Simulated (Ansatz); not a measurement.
# YS: response to strain

Aim: deform YS (equal xx and yy strain of +1 %) and compute stress, forces and field gradients with LAPW, PAW and all-electron datasets made for the crystal.

Program: Ansatz 0.2.0. Level of theory: DFT LDA, scalar-relativistic. These are calculated values, not measurements.

## (1) Starting point

Symmetry: Fm-3m, No. 225, cubic system. The conventional cell has a = 5.487 Å, b = 5.487 Å, c = 5.487 Å, α = 90.00°, β = 90.00°, γ = 90.00°. Y (site symmetry m-3m) is surrounded by 6 S at 2.74 Å. Around S (site symmetry m-3m) lie 6 Y at 2.74 Å.

Structure file:

```cif
data_structure
_symmetry_space_group_name_H-M 'Fm-3m'
_symmetry_Int_Tables_number 225
_cell_length_a 5.4873
_cell_length_b 5.4873
_cell_length_c 5.4873
_cell_angle_alpha 90.000
_cell_angle_beta 90.000
_cell_angle_gamma 90.000
_cell_volume 165.23
loop_
_atom_site_label
_atom_site_type_symbol
_atom_site_symmetry_multiplicity
_atom_site_Wyckoff_symbol
_atom_site_fract_x
_atom_site_fract_y
_atom_site_fract_z
_atom_site_occupancy
Y1 Y 4 b 0.50000 0.00000 0.00000 1
S1 S 4 a 0.00000 0.00000 0.00000 1
```

The file gives the conventional cell by its symmetry; the runs use the cell typed in the input.

Atoms are numbered in the order of the input: Y1, S2.

## (2) After the deformation

Space group Fm-3m before, I4/mmm after.

## (3) LAPW, all electrons

input.yaml reads:

```yaml
crystal:
  lattice:
    - [0.0, 2.7710865, 2.74365]
    - [2.7710865, 0.0, 2.74365]
    - [2.7710865, 2.7710865, 0.0]
  atoms:
    - { symbol: "Y", position: [0.5, 0.5, 0.5] }
    - { symbol: S, position: [0.0, 0.0, 0.0] }
kpoints:
  mp_grid: { grid: [8, 8, 8] }
  band_path:
    path:
      - [0.0, 0.0, 0.0]
      - [0.0, 0.5, 0.5]
      - [0.25, 0.75, 0.5]
      - [0.0, 0.5, 0.0]
      - [0.0, 0.0, 0.0]
      - [0.5, 0.5, 0.0]
      - [0.3775125, 0.6224875, 0.0]
      - [-0.3775125, 0.3775125, 0.0]
      - [0.0, 0.0, 0.0]
    npoints: 5
scf:
  occupations: { method: fermi_dirac, width: 0.01 }
hamiltonian:
  xc: lda
  pseudopotentials: { kind: all_electron, lapw: { basis_error: 0.00025 } }
output:
  forces: true
  stress: true
  eigenvalues: true
```

On the command line:

```bash
> ansatz run input.yaml --threads 1 --pin off --max-ram 3072MiB --backend cpu --events-out ev --progress --plain --runs-dir out
```

## (4) PAW with frozen cores

input.yaml reads:

```yaml
crystal:
  lattice:
    - [0.0, 2.7710865, 2.74365]
    - [2.7710865, 0.0, 2.74365]
    - [2.7710865, 2.7710865, 0.0]
  atoms:
    - { symbol: "Y", position: [0.5, 0.5, 0.5] }
    - { symbol: S, position: [0.0, 0.0, 0.0] }
kpoints:
  mp_grid: { grid: [8, 8, 8] }
scf:
  occupations: { method: fermi_dirac, width: 0.01 }
hamiltonian:
  xc: lda
  pseudopotentials: { kind: paw }
output:
  forces: true
  stress: true
  eigenvalues: true
  efg: { contact_densities: true }
```

## (5) All-electron PAW on datasets made for the crystal

input.yaml, as its differences from that of step 4:

```diff
@@ -14,3 +14,3 @@
   xc: lda
-  pseudopotentials: { kind: paw }
+  pseudopotentials: { kind: all_electron, datasets: crystal }
 output:
```

(Steps that only read results are left out.)

Before running it: what results should come out? Wanted: pressure; largest shear or deviatoric stress.

As calculated:

| quantity | value |
| --- | --- |
| pressure | LAPW -5.54, PAW -5.56, crystal datasets -5.54 GPa |
| largest shear or deviatoric stress (LAPW) | 1.38 GPa |

What this shows: The largest part of the stress beyond the pressure is 1.38 GPa in size, in the zz component; the atoms are carried along and not relaxed. No run of the undeformed cell stands beside it, so the pressure holds what the given cell had before the change. PAW: stress within 0.02 GPa of LAPW. Crystal datasets: stress within 0.01 GPa of LAPW.
